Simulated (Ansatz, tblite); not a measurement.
# [WOF4]-: one state, many levels

An exercise on one series of results from a longer session: the logs are not shown, and one member is left open.

Method: as each input shows; program: Ansatz 0.2.0, Gaussian basis.

The runs, in order: GFN1-xTB, GFN2-xTB, PBE-D4/def2-TZVPD, r2SCAN-D4/def2-TZVPD, ωB97X-V/def2-TZVPD, B97M-V/def2-TZVPD, ωB97M-V/def2-TZVPD, PBE-D4/def2-SVPD, PBE0-D4/def2-SVPD, CCSD(T)/def2-SVPD, MP2/def2-TZVPD, RPA/def2-TZVPD.

2 further runs of the same task are left out: 2 set aside as unsound or not needed. Runs told in other sessions of the task aren't counted.

### The geometry

The doublet was relaxed beforehand with r2SCAN-D4/def2-SVPD.

6 atoms, charge -1, spin multiplicity 2.

Bond lengths: W1–O2 1.710 Å, W1–F3 1.945 Å, W1–F4 1.945 Å, W1–F5 1.945 Å, W1–F6 1.945 Å. Angles: O2–W1–F3 108.5°, O2–W1–F4 108.4°, O2–W1–F5 108.5°, O2–W1–F6 108.4°, F3–W1–F4 84.3°, F3–W1–F5 143.1°, F3–W1–F6 84.3°, F4–W1–F5 84.3°, F4–W1–F6 143.2°, F5–W1–F6 84.3°.

Coordinates:

```
atom    x (Å)    y (Å)    z (Å)
  W1   0.0003  -0.0005   0.1249
  O2   0.0039  -0.0070   1.8352
  F3   1.8433   0.0137  -0.4952
  F4  -0.0129   1.8471  -0.4817
  F5  -1.8453  -0.0099  -0.4873
  F6   0.0107  -1.8434  -0.4959
```

Formally the metal is d1. W takes a core potential in the def2 sets. No spin-orbit coupling is included. The ion is computed in the gas phase, without counter-ions or solvent.

PBE0-D4/def2-TZVPD was run before; its log isn't repeated, and its numbers join the tables.

The first run:

Tight binding, by tblite at 300 K electronic temperature and without a spin-polarisation term:

```python
tblite.interface.Calculator('GFN1-xTB', numbers, positions, charge=-1, uhf=1).singlepoint()
```

Tight binding, by tblite at 300 K electronic temperature and without a spin-polarisation term:

```python
tblite.interface.Calculator('GFN2-xTB', numbers, positions, charge=-1, uhf=1).singlepoint()
```

start.molden holds the orbitals of an earlier run on this state, given as this run's starting guess.

Contents of in.yaml:

```yaml
crystal:
  periodic: [false, false, false]
  atoms:
    - {symbol: W, position_ang: [0.000295, -0.000500, 0.124861]}
    - {symbol: O, position_ang: [0.003941, -0.007039, 1.835242]}
    - {symbol: F, position_ang: [1.843264, 0.013731, -0.495155]}
    - {symbol: F, position_ang: [-0.012901, 1.847083, -0.481726]}
    - {symbol: F, position_ang: [-1.845331, -0.009921, -0.487293]}
    - {symbol: F, position_ang: [0.010742, -1.843364, -0.495940]}
basis:
  gaussian: {orbitals: def2-TZVPD, initial_orbitals: start.molden}
total_charge: -1
magnetization: {spin_polarized: true, initial_magnetization: 1}
hamiltonian: {xc: pbe, dispersion: d4}
scf: {omitted_lower_state_checks: [starts]}
output: {orbitals: {seedname: orbitals}}
```

Started as:

```sh
ansatz run in.yaml --threads 4 --pin off --events-out ev --progress --plain --max-ram 4787MiB
```

Steps of the session up to this table: PBE-D4/def2-TZVPD; r2SCAN-D4/def2-TZVPD; ωB97X-V/def2-TZVPD; B97M-V/def2-TZVPD; ωB97M-V/def2-TZVPD; PBE-D4/def2-SVPD; PBE0-D4/def2-SVPD; CCSD(T)/def2-SVPD; MP2/def2-TZVPD; RPA/def2-TZVPD.

One of the session's tables, all rows but one given; the rest of the session is left out.

| level | HOMO (eV) | LUMO (eV) | gap (eV) |
| --- | --- | --- | --- |
| PBE-D4/def2-SVPD | 0.89 | 2.32 | 1.43 |
| PBE-D4/def2-TZVPD | ? | ? | ? |
| r2SCAN-D4/def2-TZVPD | 0.61 | 2.82 | 2.21 |
| B97M-V/def2-TZVPD | 0.52 | 2.68 | 2.16 |
| PBE0-D4/def2-SVPD | -1.03 | 3.27 | 4.30 |
| PBE0-D4/def2-TZVPD | -0.83 | 3.48 | 4.31 |
| ωB97X-V/def2-TZVPD | -3.36 | 4.95 | 8.31 |
| ωB97M-V/def2-TZVPD | -3.33 | 4.34 | 7.67 |

Estimate the missing values for PBE-D4/def2-TZVPD.

The run gave: HOMO (eV): 1.06; LUMO (eV): 2.50; gap (eV): 1.44. In the column «HOMO (eV)» it is the highest.
